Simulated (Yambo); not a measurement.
A run of Yambo 5.3.0 is set up as follows.

The input optics4.in:

```
optics
chi
Chimod= "HARTREE"
% BndsRnXd
 1 | 24 |
%
NGsBlkXd= 3 Ry
% LongDrXd
 0 | 0 | 1 |
%
% QpntsRXd
 1 | 1 |
%
% EnRngeXd
 0 | 10 | eV
%
% DmRngeXd
 0.2 | 0.2 | eV
%
ETStpsXd= 300
```

scf.in

```
&CONTROL
  calculation = 'scf'
  prefix = 'pwscf'
  outdir = './tmp'
  pseudo_dir = './pseudo'
/
&SYSTEM
  ibrav = 0
  nat = 2
  ntyp = 2
  ecutwfc = 82
  nbnd = 15
  occupations = 'smearing'
  smearing = 'fd'
  degauss = 0.00367493
  force_symmorphic = .true.
/
&ELECTRONS
  conv_thr = 4d-10
  electron_maxstep = 120
  mixing_beta = 0.5
/
ATOMIC_SPECIES
W    183.8400 W.upf
C     12.0110 C.upf
CELL_PARAMETERS bohr
   5.4924889812    0.0000000000    0.0000000000
  -2.7462444906    4.7566349877    0.0000000000
   0.0000000000    0.0000000000    5.3603971251
ATOMIC_POSITIONS bohr
W      0.0000000000    0.0000000000    0.0000000000
C      2.7462444909    1.5855449958    2.6801985626
K_POINTS automatic
15 15 14 0 0 0
```

nscf.in

```
&CONTROL
  calculation = 'nscf'
  prefix = 'pwscf'
  outdir = './tmp'
  pseudo_dir = './pseudo'
/
&SYSTEM
  ibrav = 0
  nat = 2
  ntyp = 2
  ecutwfc = 82
  nbnd = 34
  occupations = 'smearing'
  smearing = 'fd'
  degauss = 0.00367493
  force_symmorphic = .true.
/
&ELECTRONS
  conv_thr = 1d-08
  diago_full_acc = .true.
  diago_thr_init = 1d-06
/
ATOMIC_SPECIES
W    183.8400 W.upf
C     12.0110 C.upf
CELL_PARAMETERS bohr
   5.4924889812    0.0000000000    0.0000000000
  -2.7462444906    4.7566349877    0.0000000000
   0.0000000000    0.0000000000    5.3603971251
ATOMIC_POSITIONS bohr
W      0.0000000000    0.0000000000    0.0000000000
C      2.7462444909    1.5855449958    2.6801985626
K_POINTS automatic
15 15 14 0 0 0
```

Potentials or basis: PseudoDojo 0.4.1 SR PBEsol standard.

Run with:

```console
$ OMP_NUM_THREADS=1 pw.x -in scf.in > scf.out
$ OMP_NUM_THREADS=1 pw.x -in nscf.in > nscf.out
$ cd tmp/pwscf.save; p2y; mv SAVE ../..; cd ../..
$ OMP_NUM_THREADS=1 yambo
$ OMP_NUM_THREADS=1 yambo -F optics4.in -J optics4 -C optics4_out
```

(1) What does it give for the band gap on the k mesh, mean-field level?

Answers

(1) none (metal or under the smearing width).

Caveat: the ground state has no gap, which makes the many-body step unreliable.
